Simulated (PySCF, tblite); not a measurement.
# C₅H₅FN radical: geometry, infrared bands and EPR parameters

What infrared bands and EPR parameters should C₅H₅FN radical (`C=C/[C]=N/C(=C)F`) show?

Computed with tblite 0.8.0 and PySCF 2.14.0, with density-fitted response routines of our own, on a single molecule in the gas phase. Atoms count from 0, in the outputs and in this text.

### 1 The molecule as given

12 atoms, charge 0, multiplicity 2; geometry from: force field or distance geometry start.

Bonds of the start (Å): C0–C1 1.32, C1–C2 1.46, C2–N3 1.26, N3–C4 1.43, C4–C5 1.33, C4–F6 1.35, C0–H7 1.08, C0–H8 1.09, C1–H9 1.09, C5–H10 1.10, C5–H11 1.07.

### 2 Relaxing the molecule with GFN2-xTB

The job: settings as JSON, then the geometry in Å.

```
{"job": {"kind": "relax", "xc": "GFN2-xTB", "basis": "xTB"}, "charge": 0, "multiplicity": 2}
C     -2.742900     0.169400     0.074800
C     -1.449100    -0.109100     0.109900
C     -0.546000     0.985000     0.469000
N      0.706400     0.940900     0.553400
C      1.523600    -0.214600     0.361000
C      2.678700    -0.023100    -0.270800
F      1.126700    -1.432700     0.771700
H     -3.488700    -0.578300    -0.168800
H     -3.055000     1.189900     0.298900
H     -1.092800    -1.119200    -0.089900
H      2.958600     0.991400    -0.593200
H      3.381700    -0.800300    -0.483000
```

Started as:

```bash
> OMP_NUM_THREADS=1 python probes_run.py task.json out
```

One launch serves the whole session: the jobs run in the order shown.

Output:

```text
step      E/eV     max force
  0    -564.29102    2.321
  1    -564.42823    1.852
  2    -564.49292    0.897
  3    -564.52641    0.578
  4    -564.55250    0.395
  5    -564.56553    0.346
  6    -564.58502    0.412
  7    -564.59596    0.327
  8    -564.60909    0.355
  9    -564.62677    0.400
 10    -564.64055    0.305
 11    -564.64967    0.190
 12    -564.65422    0.199
 13    -564.65845    0.215
 14    -564.66401    0.221
 15    -564.66802    0.142
 16    -564.66974    0.118
 17    -564.67167    0.134
 18    -564.67454    0.169
 19    -564.67847    0.199
 20    -564.68262    0.184
 21    -564.68619    0.173
 22    -564.68943    0.179
 23    -564.69401    0.204
 24    -564.70048    0.248
 25    -564.70682    0.228
 26    -564.71217    0.233
 27    -564.71817    0.220
 28    -564.72566    0.275
 29    -564.73633    0.366
 30    -564.75418    0.451
 31    -564.77999    0.722
 32    -564.81368    0.863
 33    -564.86832    0.688
 34    -564.95813    1.041
 35    -564.96055    1.339
 36    -565.05300    0.662
 37    -565.08316    0.645
 38    -565.11611    0.827
 39    -565.13859    0.590
 40    -565.16977    0.412
 41    -565.19658    0.599
 42    -565.21241    0.554
 43    -565.23050    0.589
 44    -565.24063    0.546
 45    -565.24917    0.267
 46    -565.25588    0.319
 47    -565.25866    0.289
 48    -565.26305    0.195
 49    -565.26690    0.182
 50    -565.27291    0.187
 51    -565.27706    0.164
 52    -565.28075    0.169
 53    -565.28402    0.169
 54    -565.28755    0.115
 55    -565.28989    0.125
 56    -565.29154    0.095
 57    -565.29295    0.112
 58    -565.29424    0.099
 59    -565.29523    0.082
 60    -565.29625    0.098
 61    -565.29746    0.114
 62    -565.29879    0.113
 63    -565.30003    0.107
 64    -565.30098    0.073
 65    -565.30174    0.076
 66    -565.30244    0.080
 67    -565.30319    0.077
 68    -565.30390    0.072
 69    -565.30458    0.074
 70    -565.30516    0.068
 71    -565.30573    0.071
 72    -565.30639    0.070
 73    -565.30712    0.065
 74    -565.30777    0.065
 75    -565.30828    0.066
 76    -565.30873    0.060
 77    -565.30922    0.060
 78    -565.30976    0.072
 79    -565.31023    0.061
 80    -565.31060    0.044
 81    -565.31093    0.055
 82    -565.31123    0.053
 83    -565.31141    0.029
 84    -565.31152    0.029
 85    -565.31160    0.037
 86    -565.31170    0.038
 87    -565.31182    0.032
 88    -565.31194    0.030
 89    -565.31203    0.023
 90    -565.31207    0.015
 91    -565.31210    0.010
 92    -565.31211    0.011
 93    -565.31213    0.012
 94    -565.31215    0.010
```

Wall time 0.34 s (1 thread of Arm Neoverse V2, shared host).

Step by step: (not every step is listed)

```
step  energy from step 0 (eV)  largest force (eV/Å)
   0                   0.0000                2.3213
   1                  -0.1372                1.8520
   2                  -0.2019                0.8972
   3                  -0.2354                0.5777
   4                  -0.2615                0.3947
   5                  -0.2745                0.3457
   6                  -0.2940                0.4120
   7                  -0.3049                0.3266
   8                  -0.3181                0.3547
  16                  -0.3787                0.1175
  24                  -0.4095                0.2480
  32                  -0.5227                0.8633
  40                  -0.8787                0.4119
  48                  -0.9720                0.1951
  56                  -1.0005                0.0949
  64                  -1.0100                0.0727
  72                  -1.0154                0.0699
  80                  -1.0196                0.0445
  88                  -1.0209                0.0303
  89                  -1.0210                0.0226
  90                  -1.0210                0.0154
  91                  -1.0211                0.0103
  92                  -1.0211                0.0114
  93                  -1.0211                0.0119
  94                  -1.0211                0.0105
```

Distances of close pairs at the start and the end, largest changes first:

```
  bond  before (Å)  after (Å)  change (Å)
 C1–C2       1.463      1.344      -0.120
 N3–C4       1.428      1.350      -0.078
 C0–C1       1.324      1.370      +0.046
 C2–N3       1.256      1.210      -0.046
C5–H10       1.101      1.072      -0.029
 C0–H8       1.090      1.074      -0.017
 C4–F6       1.345      1.359      +0.014
 C0–H7       1.084      1.072      -0.012
```

The next job starts from the end point, and lists it.

### 3 Vibrational analysis with GFN2-xTB

The job: settings as JSON, then the geometry in Å.

```
{"job": {"kind": "ir", "xc": "GFN2-xTB", "basis": "xTB"}, "charge": 0, "multiplicity": 2}
C     -2.786268     0.529116    -0.082324
C     -1.900083    -0.369089     0.451216
C     -0.560772    -0.322018     0.352083
N      0.613836    -0.098312     0.537853
C      1.849961    -0.438670     0.113992
C      2.822062     0.415147    -0.202254
F      2.098057    -1.773590     0.176074
H     -3.842910     0.374336     0.014161
H     -2.446897     1.417068    -0.581694
H     -2.274022    -1.258045     0.946931
H      2.631830     1.469400    -0.226821
H      3.796405     0.053972    -0.466367
```

Output:

```text
mode    cm-1     km/mol
  1      17.3      3.43
  2      91.4      0.01
  3     132.1      1.95
  4     181.8      1.45
  5     274.0      3.84
  6     368.9      1.80
  7     493.6      6.69
  8     514.8     11.90
  9     517.6      1.72
 10     557.4     28.30
 11     657.8      3.60
 12     693.2     29.60
 13     756.7     20.01
 14     788.3     39.71
 15     847.1     27.30
 16     891.5     62.78
 17     980.0      6.67
 18    1086.3     52.84
 19    1204.0     82.92
 20    1254.6     65.33
 21    1352.4      0.37
 22    1394.0     56.33
 23    1473.0     44.17
 24    1651.5    200.25
 25    2122.4    249.40
 26    3022.5      4.63
 27    3135.7     10.74
 28    3153.6      7.76
 29    3175.4     21.87
 30    3198.4      8.42
```

It took 0.19 s on 1 thread of Arm Neoverse V2, shared host.

The strongest bands and the atoms that carry them (share of the mass-weighted mode):

```
cm⁻¹  km/mol                                 atoms
 892    62.8  F6 31 %, H10 25 %, C5 18 %, H11 12 %
1086    52.8    H9 22 %, C4 19 %, C1 12 %, N3 11 %
1204    82.9                      H9 54 %, C4 17 %
1255    65.3    C4 21 %, C1 16 %, C0 14 %, H8 13 %
1394    56.3    H7 27 %, C1 24 %, H8 17 %, N3 11 %
1473    44.2    C0 34 %, C1 32 %, H8 16 %, H7 12 %
1652   200.2                      C4 56 %, C5 37 %
2122   249.4                      C2 61 %, N3 34 %
```

### 4 EPR parameters: B3LYP/pcH-1

Settings changed since step 3:

```diff
@@ -1,2 +1,2 @@
-{"job": {"kind": "ir", "xc": "GFN2-xTB", "basis": "xTB"}, "charge": 0, "multiplicity": 2}
+{"job": {"kind": "epr", "basis": "pcH-1"}, "charge": 0, "multiplicity": 2}
 C     -2.786268     0.529116    -0.082324
```

Level: UKS B3LYP, pcH-1 on C F H N, non-relativistic, mean-field spin-orbit, GIAO.

Output:

```text
UKS, coarse grid
  cycle   1  E = -347.92605596  |g| = 4.89e-01
  cycle   2  E = -347.71235216  |g| = 8.36e-01
  cycle   3  E = -348.02125153  |g| = 1.31e-01
  cycle   4  E = -348.02857614  |g| = 6.71e-02
  cycle   5  E = -348.03032715  |g| = 2.62e-02
  cycle   6  E = -348.03068616  |g| = 9.23e-03
  cycle   7  E = -348.03074240  |g| = 4.77e-03
  cycle   8  E = -348.03076353  |g| = 1.38e-03
  cycle   9  E = -348.03076510  |g| = 8.22e-04
UKS, final grid
  cycle   1  E = -348.03077358  |g| = 1.22e-03
  cycle   2  E = -348.03077268  |g| = 1.95e-03
  cycle   3  E = -348.03077420  |g| = 1.82e-04
  cycle   4  E = -348.03077421  |g| = 5.60e-05
  cycle   5  E = -348.03077422  |g| = 6.85e-05
  cycle   6  E = -348.03077422  |g| = 1.25e-05
E = -348.03077422 Eh   <S^2> = 0.7686 (exact 0.7500)
g shifts (ppm)      1          2          3
  rmc          -164       -164       -164
  gc             37         13         23
  oz_so       -1950        138        720
  total       -2076        -13        579
hyperfine (MHz)  atom isotope    a_iso     a_fc   dipolar eigenvalues
    0   13C      54.04      54.04    -51.38    -49.87    101.26
    1   13C     -32.32     -32.32    -20.94      6.94     14.00
    2   13C      32.47      32.47    -36.89    -34.73     71.62
    3   14N      12.74      12.74     -8.60     -6.76     15.35
    4   13C      48.43      48.43     -9.47     -0.31      9.77
    5   13C       7.73       7.73     -8.36     -7.51     15.87
    6   19F       9.45       9.45    -28.59     -3.53     32.12
    7    1H     -41.74     -41.74    -25.13      0.11     25.02
    8    1H     -40.10     -40.10    -22.39     -0.90     23.28
    9    1H       6.95       6.95     -4.67     -0.01      4.68
   10    1H      -6.63      -6.63     -2.14     -0.95      3.09
   11    1H      -7.57      -7.57     -4.35     -0.42      4.77
```

Wall time 30 s (1 thread of Arm Neoverse V2, shared host); peak memory 0.76 GiB.

Principal g values 2.00024, 2.00231, 2.00290; g(iso) = 2.00182, against 2.00232 for a free electron.

Hyperfine couplings, nucleus by nucleus at this fixed geometry (no averaging over rotations):

```
nuclei  isotope  a(iso) (MHz)  a(iso) (G, at g = 2.0023)  largest dipolar term (MHz)
    C0      13C          54.0                       19.3                       101.3
    C4      13C          48.4                       17.3                         9.8
    H7       1H         -41.7                      -14.9                       -25.1
    H8       1H         -40.1                      -14.3                        23.3
    C2      13C          32.5                       11.6                        71.6
    C1      13C         -32.3                      -11.5                       -20.9
    N3      14N          12.7                        4.5                        15.4
    F6      19F           9.5                        3.4                        32.1
    C5      13C           7.7                        2.8                        15.9
   H11       1H          -7.6                       -2.7                         4.8
    H9       1H           6.9                        2.5                         4.7
   H10       1H          -6.6                       -2.4                         3.1
```

Mulliken spin populations:

```
atom  value (e)
  C0       0.67
  C1      -0.18
  C2       0.39
  N3       0.10
  C4      -0.03
  C5       0.11
  F6       0.00
  H7      -0.03
  H8      -0.03
  H9       0.00
 H10       0.00
 H11      -0.01
```

In first order the couplings over 0.8 MHz of 1H, 14N, 19F give 192 distinct lines over 49.2 G.

Orbitals, density, ELF and potential are computed afterwards from the orbital file.

ELF in a plane through or near 9 of the atoms.

Values, 10 rows by 14 columns:
```
0.00 0.00 0.00 0.00 0.00 0.00 0.00 0.00 0.00 0.00 0.00 0.00 0.00 0.00
0.00 0.00 0.00 0.00 0.01 0.01 0.00 0.00 0.00 0.00 0.00 0.00 0.00 0.00
0.00 0.00 0.00 0.05 0.46 0.57 0.01 0.01 0.02 0.82 0.34 0.00 0.00 0.00
0.00 0.00 0.00 0.11 0.83 0.79 0.03 0.36 0.14 0.99 0.75 0.00 0.00 0.00
0.00 0.00 0.37 0.11 0.24 0.20 0.65 0.58 0.84 0.34 0.11 0.36 0.06 0.00
0.00 0.04 0.98 0.98 0.38 0.48 0.68 0.75 0.53 0.82 0.44 1.00 0.85 0.00
0.00 0.00 0.45 0.53 0.90 0.19 0.22 0.25 0.02 0.89 0.68 0.78 0.24 0.00
0.00 0.00 0.00 0.32 0.98 0.47 0.00 0.00 0.14 0.99 0.83 0.02 0.00 0.00
0.00 0.00 0.00 0.01 0.16 0.02 0.00 0.00 0.00 0.24 0.08 0.00 0.00 0.00
0.00 0.00 0.00 0.00 0.00 0.00 0.00 0.00 0.00 0.00 0.00 0.00 0.00 0.00
```
The map spans 12.9 Å across and 8.6 Å up, centred on the molecule. Atoms in the plane (x, y in Å): C0 (2.8, -0.5), C1 (1.9, 0.5), C2 (0.6, 0.4), C4 (-1.9, 0.4), C5 (-2.8, -0.5), F6 (-2.1, 1.7), H7 (3.8, -0.3), H8 (2.5, -1.5), H11 (-3.8, -0.3).

log10 of the density (e/Å³) in the same plane.

Values, 10 rows by 14 columns:
```
-4.0 -4.0 -4.0 -4.0 -4.0 -4.0 -4.0 -4.0 -4.0 -4.0 -4.0 -4.0 -4.0 -4.0
-4.0 -4.0 -4.0 -4.0 -2.8 -2.7 -4.0 -4.0 -3.7 -3.4 -3.7 -4.0 -4.0 -4.0
-4.0 -4.0 -4.0 -2.2 -0.8 -0.8 -2.2 -2.6 -2.2 -1.6 -2.2 -3.7 -4.0 -4.0
-4.0 -4.0 -3.3 -1.6  0.2  0.3 -1.3 -1.2 -1.0 -0.2 -1.2 -2.9 -3.9 -4.0
-4.0 -3.3 -2.0 -1.2 -0.4  0.2  0.0  0.1  0.1  0.4 -0.9 -1.6 -2.6 -4.0
-4.0 -2.8 -1.1  0.2  0.8 -0.1  0.0 -0.1 -0.3  0.1  0.3 -0.2 -1.8 -3.8
-4.0 -3.1 -1.7 -0.5  0.2 -1.0 -1.4 -1.5 -1.5 -0.2 -0.1 -1.0 -2.2 -4.0
-4.0 -3.9 -2.8 -1.5 -0.8 -1.6 -2.8 -2.9 -2.0 -0.8 -1.1 -2.3 -3.3 -4.0
-4.0 -4.0 -3.9 -2.8 -2.4 -2.9 -4.0 -4.0 -3.1 -2.4 -2.5 -3.4 -4.0 -4.0
-4.0 -4.0 -4.0 -4.0 -4.0 -4.0 -4.0 -4.0 -4.0 -4.0 -4.0 -4.0 -4.0 -4.0
```
The map spans 12.9 Å across and 8.6 Å up, centred on the molecule. Atoms in the plane (x, y in Å): C0 (2.8, -0.5), C1 (1.9, 0.5), C2 (0.6, 0.4), C4 (-1.9, 0.4), C5 (-2.8, -0.5), F6 (-2.1, 1.7), H7 (3.8, -0.3), H8 (2.5, -1.5), H11 (-3.8, -0.3).

On the surface of density 0.002 e/bohr³ the electrostatic potential runs, from the 1st to the 99th percentile, from -0.68 V near F6 to 1.16 V near H9.

The spin density lies nearest to C0 33 %; C2 25 %; N3 10 %; C1 8 % (beta excess).

### 5 Summary of results

```
                                                                  quantity                  value
                                 strongest single infrared mode (GFN2-xTB)  2122 cm⁻¹, 249 km/mol
                                              zero-point energy (GFN2-xTB)          51.4 kcal/mol
                                                            g(iso) (B3LYP)                2.00182
                                                                      ⟨S²⟩     0.769 (exact 0.75)
                                                            largest a(iso)    13C on C0, 54.0 MHz
potential on the surface of density 0.002 e/bohr³, 1st and 99th percentile     -0.68 V and 1.16 V
```

**Reading.** The optimisation took 94 steps and gained 1.021 eV; among the close pairs (by a distance rule), C1–C2 changed most, from 1.463 to 1.344 Å. No mode is imaginary among the 30: a minimum at this level. The strongest single mode, at 2122 cm⁻¹, moves mainly C2 and N3. Unscaled tight-binding wavenumbers are off by several per cent, some by more. Its intensities can rank the bands wrongly. C0 carries the largest spin population, 0.67 e. The isotropic g lies 0.5 ppt below the free-electron value. The conformer search found further structures of the same energy, which may be mirror or relabelled copies of this one.
